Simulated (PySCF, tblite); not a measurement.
# C₃H₉NSeSi₂: geometry, infrared bands and NMR shifts

Wanted: the infrared bands and NMR shifts of C₃H₉NSeSi₂ (`N#CC[SiH2]C[Se][SiH3]`), by calculation.

Programs: tblite 0.8.0 and PySCF 2.14.0, with density-fitted response routines of our own. Each step states its level of theory. These are calculated values for one molecule in the gas phase, unless marked as measured. Atoms count from 0, in the outputs and in this text.

## (1) The starting structure

16 atoms, charge 0, multiplicity 1; geometry from: force field or distance geometry start.

Bonds of the start (Å): N0–C1 1.17, C1–C2 1.45, C2–Si3 1.88, Si3–C4 1.87, C4–Se5 1.95, Se5–Si6 2.29, C2–H7 1.11, C2–H8 1.11, Si3–H9 1.46, Si3–H10 1.47, C4–H11 1.10, C4–H12 1.11, Si6–H13 1.47, Si6–H14 1.46, Si6–H15 1.49.

## (2) Optimising the geometry with GFN2-xTB

What the job is given:

```
{"job": {"kind": "relax", "xc": "GFN2-xTB", "basis": "xTB"}, "charge": 0, "multiplicity": 1}
N     -2.184900    -1.659600     2.137900
C     -2.236300    -1.285100     1.032200
C     -2.269700    -0.829600    -0.342400
Si    -1.465100     0.859100    -0.490700
C      0.322900     0.752700     0.057500
Se     1.293100    -0.428700    -1.154000
Si     3.237400    -0.136100     0.015900
H     -3.330100    -0.742600    -0.667400
H     -1.742600    -1.553900    -0.994900
H     -1.538000     1.314700    -1.871000
H     -2.177300     1.804700     0.379700
H      0.369200     0.362000     1.089900
H      0.760700     1.773000     0.023900
H      3.605600     1.284500     0.015100
H      4.307200    -0.914100    -0.606800
H      3.040200    -0.592000     1.417100
```

The run is started by

```console
$ OMP_NUM_THREADS=1 python probes_run.py task.json out
```

The driver reads the jobs from task.json and runs them one after another.

Output:

```text
step      E/eV     max force
  0    -558.85377    2.972
  1    -558.75278    8.523
  2    -558.95825    0.472
  3    -558.97254    0.372
  4    -559.00033    0.223
  5    -559.00495    0.200
  6    -559.01143    0.132
  7    -559.01352    0.110
  8    -559.01526    0.085
  9    -559.01607    0.069
 10    -559.01682    0.063
 11    -559.01743    0.054
 12    -559.01795    0.055
 13    -559.01834    0.049
 14    -559.01869    0.057
 15    -559.01908    0.063
 16    -559.01954    0.054
 17    -559.02006    0.074
 18    -559.02058    0.072
 19    -559.02104    0.051
 20    -559.02141    0.047
 21    -559.02172    0.059
 22    -559.02202    0.054
 23    -559.02228    0.048
 24    -559.02249    0.033
 25    -559.02263    0.027
 26    -559.02274    0.025
 27    -559.02285    0.028
 28    -559.02299    0.035
 29    -559.02314    0.036
 30    -559.02330    0.037
 31    -559.02346    0.048
 32    -559.02360    0.045
 33    -559.02373    0.030
 34    -559.02384    0.026
 35    -559.02391    0.020
 36    -559.02398    0.022
 37    -559.02406    0.030
 38    -559.02418    0.035
 39    -559.02429    0.026
 40    -559.02437    0.017
 41    -559.02443    0.019
 42    -559.02449    0.025
 43    -559.02455    0.026
 44    -559.02460    0.017
 45    -559.02463    0.013
 46    -559.02466    0.012
 47    -559.02469    0.017
 48    -559.02472    0.016
 49    -559.02473    0.011
 50    -559.02475    0.013
 51    -559.02476    0.011
 52    -559.02478    0.012
 53    -559.02480    0.011
 54    -559.02481    0.013
 55    -559.02483    0.013
 56    -559.02486    0.014
 57    -559.02488    0.010
```

It took 0.74 s on 1 thread of Arm Neoverse N1, shared host.

Step by step: (not every step is listed) (the energy doesn't fall at every step)

| step | energy from step 0 (eV) | largest force (eV/Å) |
| --- | --- | --- |
| 0 | 0.0000 | 2.9724 |
| 1 | 0.1010 | 8.5231 |
| 2 | -0.1045 | 0.4723 |
| 3 | -0.1188 | 0.3720 |
| 4 | -0.1466 | 0.2232 |
| 5 | -0.1512 | 0.2003 |
| 6 | -0.1577 | 0.1324 |
| 7 | -0.1597 | 0.1099 |
| 8 | -0.1615 | 0.0853 |
| 12 | -0.1642 | 0.0555 |
| 16 | -0.1658 | 0.0545 |
| 20 | -0.1676 | 0.0468 |
| 24 | -0.1687 | 0.0332 |
| 28 | -0.1692 | 0.0353 |
| 32 | -0.1698 | 0.0453 |
| 36 | -0.1702 | 0.0224 |
| 40 | -0.1706 | 0.0169 |
| 44 | -0.1708 | 0.0169 |
| 48 | -0.1709 | 0.0158 |
| 52 | -0.1710 | 0.0116 |
| 53 | -0.1710 | 0.0110 |
| 54 | -0.1710 | 0.0130 |
| 55 | -0.1711 | 0.0127 |
| 56 | -0.1711 | 0.0139 |
| 57 | -0.1711 | 0.0100 |

Close pairs (by a distance rule), those that changed most:

| bond | before (Å) | after (Å) | change (Å) |
| --- | --- | --- | --- |
| C2–Si3 | 1.876 | 1.920 | +0.043 |
| Si3–C4 | 1.873 | 1.905 | +0.032 |
| C4–Se5 | 1.951 | 1.979 | +0.028 |
| Si6–H15 | 1.487 | 1.460 | -0.026 |
| N0–C1 | 1.169 | 1.145 | -0.024 |
| C2–H7 | 1.112 | 1.090 | -0.023 |
| C4–H12 | 1.111 | 1.089 | -0.022 |
| C1–C2 | 1.448 | 1.428 | -0.020 |

The end geometry stands in the next job.

## (3) Infrared spectrum with GFN2-xTB

What the job is given:

```
{"job": {"kind": "ir", "xc": "GFN2-xTB", "basis": "xTB"}, "charge": 0, "multiplicity": 1}
N     -2.132251    -1.617884     2.096433
C     -2.208960    -1.290839     1.002259
C     -2.278451    -0.844617    -0.352548
Si    -1.532043     0.917268    -0.507780
C      0.272045     0.812771     0.095713
Se     1.332774    -0.393048    -1.060809
Si     3.303571    -0.167943     0.046533
H     -3.318351    -0.859147    -0.678742
H     -1.711313    -1.539406    -0.976072
H     -1.590539     1.309285    -1.917375
H     -2.256409     1.848283     0.362556
H      0.330240     0.415496     1.109089
H      0.760796     1.785476     0.072603
H      3.667363     1.247733     0.031041
H      4.239795    -0.990853    -0.701822
H      3.114136    -0.623632     1.420854
```

Output:

```text
mode    cm-1     km/mol
  1      16.8      3.84
  2      26.0      3.79
  3      64.5      4.43
  4      80.3      2.46
  5      92.6      2.52
  6     114.2      1.48
  7     153.3      2.06
  8     211.3      4.72
  9     375.4     26.42
 10     376.3      5.15
 11     426.8     10.01
 12     473.0      8.61
 13     507.4     33.70
 14     514.7     51.56
 15     525.7     15.18
 16     594.8     26.92
 17     647.2     66.82
 18     686.8     24.06
 19     724.3     30.10
 20     735.1     64.75
 21     740.0    213.98
 22     747.6    733.67
 23     764.1    215.57
 24     784.8    228.57
 25     790.1    232.98
 26    1014.3     14.65
 27    1027.8     18.22
 28    1072.8      3.03
 29    1124.5      3.92
 30    1173.7     85.81
 31    1401.5     13.90
 32    1413.8     14.37
 33    2254.3    318.63
 34    2266.7    199.30
 35    2271.6    267.98
 36    2286.4    204.42
 37    2344.1    249.92
 38    2399.2    265.45
 39    2964.2     24.87
 40    2965.2      4.33
 41    2974.8     16.83
 42    2989.4     10.10
```

Wall time 1.1 s (1 thread of Arm Neoverse N1, shared host).

Which atoms move in the most intense modes:

| cm⁻¹ | km/mol | atoms |
| --- | --- | --- |
| 748 | 733.7 | H14 28 %, H15 24 %, H13 20 % |
| 764 | 215.6 | H9 27 %, H10 21 %, Si3 11 % |
| 785 | 228.6 | H13 46 %, H15 45 % |
| 790 | 233.0 | Si3 29 %, C4 17 %, C2 12 %, H7 11 % |
| 2254 | 318.6 | H10 96 % |
| 2272 | 268.0 | H13 92 % |
| 2344 | 249.9 | H14 96 % |
| 2399 | 265.4 | C1 60 %, N0 39 % |

## (4) NMR shieldings: PBE0/pcSseg-1

Settings changed since step 3:

```diff
@@ -1,2 +1,2 @@
-{"job": {"kind": "ir", "xc": "GFN2-xTB", "basis": "xTB"}, "charge": 0, "multiplicity": 1}
+{"job": {"kind": "nmr", "xc": "PBE0", "basis": "pcSseg-1"}, "charge": 0, "multiplicity": 1}
 N     -2.132251    -1.617884     2.096433
```

With the program's defaults for keys left out, this is: GIAO PBE0/pcSseg-1 NMR shielding, non-relativistic, gas phase.

Output:

```text
coarse grid: 63064 points
cycle   1  E = -3153.9315606869  dE = -5.120e-01  |g| = 7.851e-01  |ddm| = 3.791e+00
cycle   2  E = -3153.8172470642  dE =  1.143e-01  |g| = 9.320e-01  |ddm| = 1.168e+00
cycle   3  E = -3153.9547186913  dE = -1.375e-01  |g| = 4.328e-01  |ddm| = 9.654e-01
cycle   4  E = -3153.9934543082  dE = -3.874e-02  |g| = 6.066e-02  |ddm| = 2.829e-01
cycle   5  E = -3153.9940421687  dE = -5.879e-04  |g| = 2.305e-02  |ddm| = 6.436e-02
cycle   6  E = -3153.9941869692  dE = -1.448e-04  |g| = 5.009e-03  |ddm| = 2.541e-02
cycle   7  E = -3153.9941934897  dE = -6.520e-06  |g| = 1.518e-03  |ddm| = 5.853e-03
final grid: 129896 points
cycle   8  E = -3153.9941726990  dE =  2.927e-07  |g| = 1.912e-03  |ddm| = 3.188e-03
cycle   9  E = -3153.9941714716  dE =  1.227e-06  |g| = 2.964e-03  |ddm| = 3.663e-03
cycle  10  E = -3153.9941734931  dE = -2.022e-06  |g| = 7.446e-04  |ddm| = 2.407e-03
cycle  11  E = -3153.9941736087  dE = -1.156e-07  |g| = 5.764e-05  |ddm| = 4.915e-04
cycle  12  E = -3153.9941736096  dE = -8.890e-10  |g| = 1.397e-05  |ddm| = 6.628e-05
converged SCF energy = -3153.9941736096

GIAO shielding tensors (ppm)
atom      isotropic    diamagn.    paramagn.     s11        s22        s33       span
  0 N      -28.965     340.956    -369.922   -205.896   -186.519    305.519    511.414
  1 C       65.120     261.596    -196.476    -51.032    -45.898    292.291    343.323
  2 C      190.045     255.740     -65.695    178.611    186.019    205.505     26.894
  3 Si     383.855     880.501    -496.646    351.438    383.138    416.990     65.552
  4 C      179.579     256.507     -76.929    166.807    175.386    196.543     29.737
  5 Se    2089.339    3003.585    -914.246   1723.350   1880.966   2663.701    940.351
  6 Si     402.565     880.496    -477.930    355.078    392.905    459.713    104.635
  7 H       30.164      25.993       4.170     24.370     27.799     38.323     13.953
  8 H       29.585      31.554      -1.969     25.224     28.690     34.842      9.617
  9 H       27.406      29.286      -1.881     23.420     25.788     33.009      9.589
 10 H       27.076      29.138      -2.062     23.084     24.765     33.377     10.293
 11 H       29.513      35.549      -6.036     23.935     27.468     37.137     13.202
 12 H       30.036      33.147      -3.111     22.388     28.867     38.854     16.466
 13 H       27.000      29.231      -2.231     22.567     24.937     33.497     10.930
 14 H       27.002      28.912      -1.910     22.804     24.252     33.950     11.147
 15 H       26.932      29.761      -2.830     22.323     25.211     33.261     10.938
```

Wall time 73 s (1 thread of Arm Neoverse N1, shared host); peak memory 0.9 GiB.

The references, computed at this level on geometries of the same kind, shield at (ppm): ¹H TMS 31.72, ¹³C TMS 186.9, ²⁹Si TMS 349.2, ¹⁵N NH3 267.7, ⁷⁷Se Me2Se 1758. Their shielding less the atom's gives the shift. The references are single molecules in the gas phase, so shifts against H2O, NH3, PH3, H3PO4 or CFCl3 are not on the usual liquid scales and can be off by tens of ppm. Atoms listed in one row are averaged.

| atoms | environment | σ (ppm) | δ (ppm) |
| --- | --- | --- | --- |
| C1 | nitrile carbon | 65.1 | 121.8 |
| C4 | sp3 CH2 bonded to Se and Si | 179.6 | 7.3 |
| C2 | sp3 CH2 bonded to Si, α to a nitrile | 190.0 | -3.1 |
| H13, H14, H15 | hydrogen on a silicon bonded to Se | 26.98 | 4.74 |
| H9, H10 | hydrogen on a silicon bonded to 2 C | 27.24 | 4.48 |
| H11, H12 | hydrogen on an sp3 CH2 bonded to Se and Si | 29.77 | 1.94 |
| H7, H8 | hydrogen on an sp3 CH2 bonded to Si, α to a nitrile | 29.87 | 1.84 |
| N0 | nitrile nitrogen | -29.0 | 296.7 |
| Si3 | silicon bonded to 2 C, 2 H | 383.9 | -34.7 |
| Si6 | silicon bonded to Se, 3 H | 402.6 | -53.4 |
| Se5 | selenium bonded to C, Si | 2089 | -331 |

Charges from the same density, by scheme (e):

| atoms | Mulliken | IAO | Hirshfeld | ESP fit |
| --- | --- | --- | --- | --- |
| N0 | -0.25 | -0.27 | -0.24 | -0.49 |
| C1 | 0.03 | 0.14 | 0.08 | 0.43 |
| C2 | -0.51 | -0.58 | -0.13 | -0.56 |
| Si3 | 0.74 | 0.80 | 0.36 | 0.67 |
| C4 | -0.62 | -0.65 | -0.17 | -0.76 |
| Se5 | -0.38 | -0.12 | -0.05 | -0.17 |
| Si6 | 0.51 | 0.49 | 0.28 | 0.24 |

Mayer bond orders: N0–C1 3.03, C1–C2 1.04, C2–Si3 0.84, Si3–C4 0.87, C4–Se5 1.01, Se5–Si6 0.94.

Orbitals, density, ELF and potential are computed afterwards from the orbital file.

Frontier orbitals at PBE0/pcSseg-1, with the share of their density that lies nearest to each atom:

| orbital | energy (eV) | lies on |
| --- | --- | --- |
| HOMO | -6.76 | Se5 81 % |
| LUMO | -0.36 | Se5 27 %; Si6 11 %; C4 10 % |

ELF in a plane through or near 4 of the atoms.

Values, 10 rows by 14 columns:
```
0.00 0.00 0.00 0.00 0.00 0.00 0.00 0.00 0.00 0.00 0.00 0.00 0.00 0.00
0.00 0.00 0.00 0.00 0.00 0.00 0.00 0.00 0.15 0.46 0.10 0.00 0.00 0.00
0.00 0.00 0.00 0.21 0.31 0.01 0.00 0.03 0.73 0.87 0.62 0.02 0.00 0.00
0.00 0.00 0.07 1.00 1.00 0.24 0.00 0.01 0.56 0.75 0.54 0.05 0.00 0.00
0.00 0.00 0.05 0.87 0.96 0.02 0.86 0.59 0.10 0.56 0.29 0.00 0.00 0.00
0.00 0.00 0.35 0.73 0.17 0.02 0.89 0.78 0.14 0.10 0.01 0.00 0.00 0.00
0.00 0.00 0.89 1.00 0.16 0.39 0.98 0.40 0.67 1.00 0.67 0.00 0.00 0.00
0.00 0.00 0.04 0.34 0.01 0.25 0.96 0.04 0.58 0.99 0.67 0.00 0.00 0.00
0.00 0.00 0.00 0.00 0.00 0.00 0.00 0.00 0.01 0.06 0.00 0.00 0.00 0.00
0.00 0.00 0.00 0.00 0.00 0.00 0.00 0.00 0.00 0.00 0.00 0.00 0.00 0.00
```
The map spans 13.5 Å across and 9.8 Å up, centred on the molecule. Atoms in the plane (x, y in Å): N0 (2.2, 2.3), H10 (2.1, -1.6), H11 (-0.4, 0.2), H12 (-0.9, -1.5).

log10 of the density (e/Å³) in the same plane.

Ten even steps from ' ' (-4.0) to '@' (2.6):
```
                                                        
                                ..::::::..              
                              ::::------::..            
          ..........        ..--==++++==----..          
        ....::::::::..      ::--==****++==--::          
      ..::::--==----::......::==++**@@**==--::..        
      ..::--==++==----::..::::--++******==--::..        
      ..::--==++++==------------==++++++==--::..        
    ....::--==++====----======--====++==----..          
    ..::----======----==++**++==----------::..          
    ..::--========----==++**++========--::::..          
    ..::--======------++++++++====++++==--::..          
    ..::--======----==++++++++==++++++++--::..          
      ..::------::::--++++======++++++++--::..          
      ....::::::::::--====------========--::..          
          ............::::::::::--------::..            
                      ..........::::::::..              
                                ......                  
                                                        
                                                        
```
The map spans 13.5 Å across and 9.8 Å up, centred on the molecule. Atoms in the plane (x, y in Å): N0 (2.2, 2.3), H10 (2.1, -1.6), H11 (-0.4, 0.2), H12 (-0.9, -1.5).

On the surface of density 0.002 e/bohr³ the electrostatic potential runs, from the 1st to the 99th percentile, from -1.82 V near N0 to 1.51 V near H7.

## (5) Outcome

| quantity | value |
| --- | --- |
| strongest single infrared mode (GFN2-xTB) | 748 cm⁻¹, 734 km/mol |
| zero-point energy (GFN2-xTB) | 64.5 kcal/mol |
| ¹³C shifts against TMS (PBE0/pcSseg-1) | 121.8, 7.3, -3.1 ppm |
| ¹H shifts against TMS (PBE0/pcSseg-1, means over atoms taken as alike) | 4.74, 4.48, 1.94, 1.84 ppm |
| ¹⁵N shifts against NH3 (PBE0/pcSseg-1) | 296.7 ppm |
| ²⁹Si shifts against TMS (PBE0/pcSseg-1) | -34.7, -53.4 ppm |
| ⁷⁷Se shifts against Me2Se (PBE0/pcSseg-1) | -331 ppm |
| surface potential, 1st and 99th percentile | -1.82 V and 1.51 V |

In words: The optimisation took 57 steps and gained 0.171 eV; among the close pairs (by a distance rule), C2–Si3 changed most, from 1.876 to 1.920 Å. No mode is imaginary among the 42: a minimum at this level. The strongest single mode, at 748 cm⁻¹, has its largest shares on H14, H15 and H13 (the list is cut at 3 atoms). GFN2-xTB is a fitted tight-binding method: band positions and strengths are rough. Its intensities can rank the bands wrongly. C1 (nitrile carbon) lies farthest downfield among carbon, at 121.8 ppm; typical of a nitrile. At PBE0/pcSseg-1: The largest span, 940 ppm, is at Se5, where the paramagnetic term is -914 ppm. By nearest atom (PBE0/pcSseg-1), the HOMO sits on Se5 81 % and the LUMO on Se5 27 %; Si6 11 %. Spin-orbit coupling is left out, which matters for shieldings and couplings at and beside the heavy atoms.
